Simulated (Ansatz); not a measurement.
# SnH4Se2: how energies converge with the basis set

An exercise on one series of results from a longer session: the logs are not shown, and one member is left open.

Method: one geometry, several basis sets; program: Ansatz 0.2.0, Gaussian basis.

Plan: PBE0-D4/def2-SVP; ωB97M-V/def2-SVP; PBE0-D4/def2-QZVPP; ωB97M-V/def2-QZVPP; the functionals' def2-TZVPP values are taken from earlier runs.

1 further run of the same task is left out (for a known fault of the program).

## The relaxed structure

An earlier PBE0-D4 in a triple-zeta def2 set relaxation fixed the geometry. Sn takes the def2 core potential; no spin-orbit term is included.

SMILES `[SeH][SnH2][SeH]`, 7 atoms, charge 0, spin multiplicity 1.

Atoms are counted from 1 here; the program's logs count them from 0.

Bond lengths: Se1–Sn2 2.531 Å, Se1–H4 1.469 Å, Sn2–Se3 2.531 Å, Sn2–H5 1.704 Å, Sn2–H6 1.701 Å, Se3–H7 1.469 Å. Angles: Sn2–Se1–H4 91.6°, Se1–Sn2–Se3 112.8°, Se1–Sn2–H5 108.6°, Se1–Sn2–H6 106.4°, Se3–Sn2–H5 109.0°, Se3–Sn2–H6 106.0°, H5–Sn2–H6 114.1°, Sn2–Se3–H7 91.7°.

Set-up of the first run:

The input, in.yaml:

```yaml
crystal:
  periodic: [false, false, false]
  atoms:
    - {symbol: Se, position_ang: [-2.141588, -0.493210, -0.579724]}
    - {symbol: Sn, position_ang: [-0.085798, 0.460465, 0.546598]}
    - {symbol: Se, position_ang: [1.780143, -1.232778, 0.781984]}
    - {symbol: H, position_ang: [-1.539957, -0.331154, -1.909724]}
    - {symbol: H, position_ang: [0.475914, 1.779170, -0.374673]}
    - {symbol: H, position_ang: [-0.551348, 0.868115, 2.131114]}
    - {symbol: H, position_ang: [2.123934, -1.118708, -0.641377]}
basis:
  gaussian: {orbitals: def2-SVP}
hamiltonian: {xc: pbe0, dispersion: d4}
output: {orbitals: {seedname: orbitals}}
```

Run with:

```sh
> ansatz run in.yaml --threads 4 --pin off --events-out ev --progress --plain --max-ram 10444MiB
```

Among the steps run: PBE0-D4 in def2-SVP; ωB97M-V in def2-SVP; PBE0-D4 in def2-QZVPP; ωB97M-V in def2-QZVPP.

One table of the session follows, with a row left open; its other results are not shown here.

It belongs to the step «Density functionals: the series». 

| functional | basis | HOMO (eV) |
| --- | --- | --- |
| PBE0-D4 | def2-SVP | -6.82 |
| PBE0-D4 | def2-TZVPP | -6.95 |
| PBE0-D4 | def2-QZVPP | -6.97 |
| ωB97M-V | def2-SVP | ? |
| ωB97M-V | def2-TZVPP | -9.05 |
| ωB97M-V | def2-QZVPP | -9.07 |

Q: Estimate the row for ωB97M-V, def2-SVP from the others.

The run gave: HOMO (eV): -8.90. In the column «HOMO (eV)» it lies between ωB97M-V, def2-TZVPP (-9.05) and PBE0-D4, def2-QZVPP (-6.97).
